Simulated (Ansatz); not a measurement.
Crystal: MgGe2.

```xyz
6
Lattice="5.5215 -1.8498 0.0000 5.5215 1.8498 0.0000 -3.2176 0.0000 6.0078" Properties=species:S:1:pos:R:3 pbc="T T T"
Ge    4.8996    0.0000    1.7640
Ge    2.9258    0.0000    4.2438
Ge    6.5513    0.0000    5.9203
Ge    1.2740    0.0000    0.0875
Mg    7.8794    0.0000    2.0982
Mg   -0.0541    0.0000    3.9095
```

The cell comes from a database or a generator and needn't be the stable form of this composition.

```yaml
Program: Ansatz 0.2.0
Task: relaxation of cell and atoms
Functional: r2SCAN
Potentials_or_basis: Ansatz PAW
Cutoff: "500 eV (not typed: the program's choice for these potentials)"
k_mesh: 8 × 8 × 5
Occupations: fermi-dirac, width 0.05 eV
Spin: no spin polarisation
```

At the start: volume 20.45 Å³/atom.

Question: Where does the relaxation end?

Answer: It ends after 11 steps and the volume is 20.52 Å³/atom (+0.3 %); space group P-3m1 (No. 164, to 0.05 Å).

The path:
```
step  energy change (eV)  largest force (eV/Å)  volume (Å³)
   1              0.0000                0.4104       122.73
   2             -0.1052                0.2468       117.55
   3             -0.2473                0.5003       116.27
   4             -0.4336                0.8596       118.77
   5             -0.5611                0.1654       121.88
   6             -0.6210                0.1848       121.88
   7             -0.6612                0.1214       122.54
   8             -0.6773                0.0167       123.96
   9             -0.6803                0.0314       123.39
  10             -0.6807                0.0059       123.10
  11             -0.6819                0.0057       123.10
```

Final structure:
```yaml
crystal:
  lattice:
    - [5.83741, -1.92816, -0.17512]
    - [5.83741, 1.92816, -0.17512]
    - [-3.59228, 0.00000, 5.57643]
  atoms:
    - { symbol: Ge, position: [0.55887, 0.55887, 0.39143] }
    - { symbol: Ge, position: [0.44113, 0.44113, 0.60857] }
    - { symbol: Ge, position: [0.94055, 0.94055, 0.10761] }
    - { symbol: Ge, position: [0.05945, 0.05945, 0.89239] }
    - { symbol: Mg, position: [0.75022, 0.75022, 0.25074] }
    - { symbol: Mg, position: [0.24978, 0.24978, 0.74926] }
```

Caveat: the plane-wave basis is chosen anew once the cell has moved, so the energies of steps on either side of that aren't comparable; the PAW data sets come from PBE, with cores solved anew for the run's functional, which leaves a small shift of forces and pressure.
